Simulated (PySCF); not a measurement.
# MoN₂⁻: quartet, from a end-on start

Where does quartet MoN₂⁻ go from a end-on start, is the end point a minimum, and what are its modes, charges and moments?

The runs use PySCF 2.14.0; PBE, basis Mo def2-SVPD with ECP28, N def2-SVPD, scalar-relativistic core potentials, no spin–orbit coupling, density fitting.

### Step 1. Starting geometry

3 atoms, charge -1, spin multiplicity 4.

Bond lengths: Mo1–N2 2.153 Å, N2–N3 1.204 Å. Angles: Mo1–N2–N3 119.9°.

Coordinates in bohr (charge -1 multiplicity 4):
```
Mo    0.0000    0.0000    0.0000
N     0.0000    0.0000    4.0680
N     1.9729    0.0000    5.2018
```

### Step 2. The SCF at the typed geometry

The steps below are one call of a driver around PySCF. For each, scf.py gives the equivalent set-up of the SCF; relaxations use the driver's own optimiser. After this first run the driver tries any further starts and a stability analysis.

scf.py reads:

```python
from pyscf import gto, scf, dft
mol = gto.M(atom='''
Mo     0.000000     0.000000     0.000000
N      0.000000     0.000000     2.152700
N      1.044000     0.000000     2.752700''',
    basis={'Mo': 'def2-SVPD', 'N': 'def2-SVPD'},
    ecp={'Mo': 'def2-SVPD'},
    charge=-1, spin=3)
mf = dft.UKS(mol, xc='PBE')
mf.grids.atom_grid = (50, 194)
aux = {'Mo': 'def2-universal-JKFIT', 'N': 'def2-universal-JKFIT'}
mf = mf.density_fit(auxbasis=aux)
mf.conv_tol = 1e-08
mf.diis_space = 10
mf.max_cycle = 60
mf.init_guess = 'minao'
mf.verbose = 4
mf.kernel()
```

Run with:

```sh
> OMP_NUM_THREADS=2 python axn.py task.json out
```

Output:

```text
init E= -170.184586932
[... the frontier-level lines of each cycle are left out ...]
cycle= 1 E= -176.527874702203  delta_E= -6.34  |g|= 1.03  |ddm|= 2.29
cycle= 2 E= -170.109479747656  delta_E= 6.42  |g|= 2.62  |ddm|=   12
cycle= 3 E= -175.533684747026  delta_E= -5.42  |g|= 1.33  |ddm|= 10.8
cycle= 4 E= -176.970415157661  delta_E= -1.44  |g|= 0.793  |ddm|= 5.71
cycle= 5 E= -177.284091974771  delta_E= -0.314  |g|= 0.404  |ddm|= 1.58
cycle= 6 E= -177.392081910872  delta_E= -0.108  |g|= 0.225  |ddm|= 1.49
cycle= 7 E= -177.418535798328  delta_E= -0.0265  |g|= 0.131  |ddm|= 0.393
cycle= 8 E= -177.428027832537  delta_E= -0.00949  |g|= 0.0934  |ddm|= 0.268
cycle= 9 E= -177.430541876013  delta_E= -0.00251  |g|= 0.0635  |ddm|= 0.181
cycle= 10 E= -177.432679125132  delta_E= -0.00214  |g|= 0.0133  |ddm|= 0.114
cycle= 11 E= -177.432834403292  delta_E= -0.000155  |g|= 0.0084  |ddm|= 0.0551
cycle= 12 E= -177.432917774748  delta_E= -8.34e-05  |g|= 0.00236  |ddm|= 0.0324
cycle= 13 E= -177.432945225974  delta_E= -2.75e-05  |g|= 0.00131  |ddm|= 0.0253
cycle= 14 E= -177.432956828474  delta_E= -1.16e-05  |g|= 0.00067  |ddm|= 0.0207
cycle= 15 E= -177.432959000636  delta_E= -2.17e-06  |g|= 0.000241  |ddm|= 0.01
cycle= 16 E= -177.432959203852  delta_E= -2.03e-07  |g|= 8.63e-05  |ddm|= 0.00251
cycle= 17 E= -177.432959238994  delta_E= -3.51e-08  |g|= 5.78e-05  |ddm|= 0.00118
cycle= 18 E= -177.432959245392  delta_E= -6.4e-09  |g|= 7.87e-06  |ddm|= 0.0005
Extra cycle  E= -177.432959245177  delta_E= 2.15e-10  |g|= 2.51e-05  |ddm|= 8.22e-05
converged SCF energy = -177.432959245177  <S^2> = 4.8567524  2S+1 = 4.5196249
```

This step, with its further starts and checks, needed 15 s of wall time on 2 threads of Arm Neoverse V1, shared host.

The starts that the driver tried:

| start | energy (Eh) |
| --- | --- |
| the minimal-basis guess | -177.432959 |
| a thermally smeared density | -177.432959 |
| a smeared PBE density | -177.432959 |

No lower solution of this spin turned up from the other starts or in the test of internal stability.

### Step 3. Relaxing the quartet from the end-on start

The program finds Cs symmetry in the start, which this walk keeps. The walk stops when the largest gradient is under 0.0003 Eh/bohr and the energy has settled too.

Changes to scf.py since step 2:

```diff
@@ -3,3 +3,3 @@
-Mo     0.000000     0.000000     0.000000
-N      0.000000     0.000000     2.152700
-N      1.044000     0.000000     2.752700''',
+Mo    -0.116107     0.000000    -0.545547
+N     -0.116107     0.000000     1.607153
+N      0.927893     0.000000     2.207153''',
@@ -16 +15,0 @@
-mf.init_guess = 'minao'
```

Energy and gradient, step by step:

| step | energy (Eh) | change (kJ/mol) | largest symmetric gradient (Eh/bohr) |
| --- | --- | --- | --- |
| 0 | -177.432959 | 0.00 | 0.05231 |
| 1 | -177.437790 | -12.68 | 0.04708 |
| 2 | -177.444579 | -30.51 | 0.03202 |
| 3 | -177.449694 | -43.94 | 0.03789 |
| 4 | -177.453427 | -53.74 | 0.04803 |
| 5 | -177.454189 | -55.74 | 0.04491 |
| 6 | -177.456633 | -62.16 | 0.03392 |
| 7 | -177.460752 | -72.97 | 0.01899 |
| 8 | -177.463256 | -79.54 | 0.01624 |
| 9 | -177.464833 | -83.68 | 0.01231 |
| 10 | -177.465277 | -84.85 | 0.01020 |
| 11 | -177.465356 | -85.06 | 0.00315 |
| 12 | -177.465363 | -85.08 | 0.00010 |
| 13 | -177.465363 | -85.08 | 0.00013 |

The walk took 26 s.

Positions (Å) and forces (eV/Å) along the way:

```
step 0
Mo  -0.116   0.000  -0.546  -0.162   0.000   1.343
N   -0.116   0.000   1.607   2.690   0.000  -0.227
N    0.928   0.000   2.207  -2.527   0.000  -1.116
step 1
Mo  -0.125   0.000  -0.514  -0.279   0.000   0.856
N   -0.073   0.000   1.578  -1.136   0.000  -2.421
N    0.893   0.000   2.205   1.415   0.000   1.565
step 7
Mo  -0.245   0.000  -0.480  -0.208   0.000   0.658
N    0.151   0.000   1.378   0.977   0.000  -0.469
N    0.790   0.000   2.371  -0.769   0.000  -0.190
step 13
Mo  -0.307   0.000  -0.459  -0.003   0.000  -0.001
N    0.309   0.000   1.310   0.004   0.000   0.006
N    0.694   0.000   2.418  -0.001   0.000  -0.006
```

End point (C∞v, 13 steps, 85.1 kJ/mol gained): Mo–N 1.873 Å, N–N 1.174 Å; Mo–N–N 180.0°.

### Step 4. Vibrations and properties at this point

On the finer grid the gradient is checked again; gradients at displacements of ±0.02 bohr then give force constants and infrared intensities.

Changes to scf.py since step 3:

```diff
@@ -3,3 +3,3 @@
-Mo    -0.116107     0.000000    -0.545547
-N     -0.116107     0.000000     1.607153
-N      0.927893     0.000000     2.207153''',
+Mo    -0.179889    -0.000000    -0.516853
+N      0.435915     0.000000     1.252462
+N      0.821706    -0.000000     2.360907''',
@@ -10 +10 @@
-mf.grids.atom_grid = (50, 194)
+mf.grids.atom_grid = (75, 302)
@@ -13 +13 @@
-mf.conv_tol = 1e-08
+mf.conv_tol = 1e-10
```

The driver hands on the density of the step before, so the log starts near convergence.

SCF at the final geometry:

```text
init E= -177.465317942906
[... the frontier-level lines of each cycle are left out ...]
cycle= 1 E= -177.465317942132  delta_E= 7.74e-10  |g|= 3.65e-05  |ddm|= 6.21e-05
cycle= 2 E= -177.465317907712  delta_E= 3.44e-08  |g|= 0.000244  |ddm|= 0.000332
cycle= 3 E= -177.465317942871  delta_E= -3.52e-08  |g|= 9.64e-06  |ddm|= 0.000277
cycle= 4 E= -177.46531794293  delta_E= -5.97e-11  |g|= 1.27e-06  |ddm|= 2.48e-05
Extra cycle  E= -177.465317942924  delta_E= 6.25e-12  |g|= 4.03e-06  |ddm|= 6.58e-06
converged SCF energy = -177.465317942924  <S^2> = 4.0292757  2S+1 = 4.137282
```

The whole step took 26 s.

Geometry: C∞v; Mo–N 1.873 Å, N–N 1.174 Å; Mo–N–N 180.0°.

Modes, for the most abundant isotopes:

```json
{"ω (cm⁻¹)": "286", "IR (km/mol)": "49.0", "μ (u)": "14.19"}
{"ω (cm⁻¹)": "320", "IR (km/mol)": "0.9", "μ (u)": "14.19"}
{"ω (cm⁻¹)": "507", "IR (km/mol)": "21.7", "μ (u)": "17.30"}
{"ω (cm⁻¹)": "1867", "IR (km/mol)": "631", "μ (u)": "14.00"}
```

Every mode is real; the point is a minimum.

The SCF density has lower symmetry than the nuclear frame, so the modes carry no labels; pairs that should be degenerate can split.

Properties at this point:

```yaml
Dipole_moment_about_the_centre_of_mass: 0.24 D
Highest_occupied_level: 1.20 eV
Lowest_empty_level: 1.44 eV
Rotational_constants: 0.1192 cm⁻¹
Zero-point_energy: 17.8 kJ/mol
Principal_polarisabilities: 168.5, 198.5, 211.8 bohr³
Principal_traceless_quadrupole_moments_about_the_centre_of_mass: -14.67, 6.28, 8.39 D Å
Entropy_at_298.15_K_and_1_bar_electronic_part_spin_only: 265.5 J/(mol K)
Heat_capacity_Cp_at_298.15_K: 48.3 J/(mol K)
Enthalpy_at_298.15_K_above_0_K: 11.44 kJ/mol
Rotational_symmetry_number: 1
Spin_squared_⟨S²⟩: 4.029
```

Populations by atom (charges in e):

```
atom  Mulliken  Löwdin  polar tensor  spin (Mulliken)  Mayer order to Mo1
 Mo1     -0.53   -0.43         -1.11             3.00                   –
  N2     -0.09   -0.49          0.98            -0.17                1.16
  N3     -0.38   -0.08         -0.87             0.17                0.58
```

Outer orbital energies (eV). α occupied: -5.63, -5.19, -5.00, -0.16, 0.13, 0.44, 0.51, 0.57; empty: 2.12, 2.61, 2.83, 3.96. β occupied: -32.92, -20.69, -9.11, -5.32, -5.31, -4.85, 1.13, 1.20; empty: 1.44, 2.41, 2.85, 2.89.

Mulliken populations on Mo1 (outside its core potential): s 3.64, p 6.15, d 4.73, f 0.01.

### Step 5. Summary of results

| quantity | value |
| --- | --- |
| minimum | quartet, C∞v |
| geometry | Mo–N 1.873 Å, N–N 1.174 Å; Mo–N–N 180.0° |
| wavenumbers (cm⁻¹) | 286, 320, 507, 1867 |
| dipole moment (centre of mass) | 0.24 D |
| highest occupied, lowest empty level (either spin) | 1.20, 1.44 eV |
| polar-tensor charge of Mo1 | -1.11 e |
| zero-point energy | 17.8 kJ/mol |
| entropy at 298.15 K | 265.5 J/(mol K) |
| ⟨S²⟩ | 4.029 |

From Cs at the start the molecule goes to a C∞v minimum. The strongest infrared band lies at 1867 cm⁻¹. Most of the spin sits on Mo1 (Mulliken spin 3.00, against 3 for the whole molecule). Only this shape and spin were tried, so other structures or states may lie lower. The determinant is spin-contaminated (⟨S²⟩ = 4.03, pure value 3.75). The SCF density has lower symmetry than the nuclear frame. The highest occupied level lies above zero: either self-interaction error lifts it or the extra electron is not bound, and the basis holds it in place. One determinant may miss the lowest occupation of an open d or f shell.

The search up to here took 68 s.
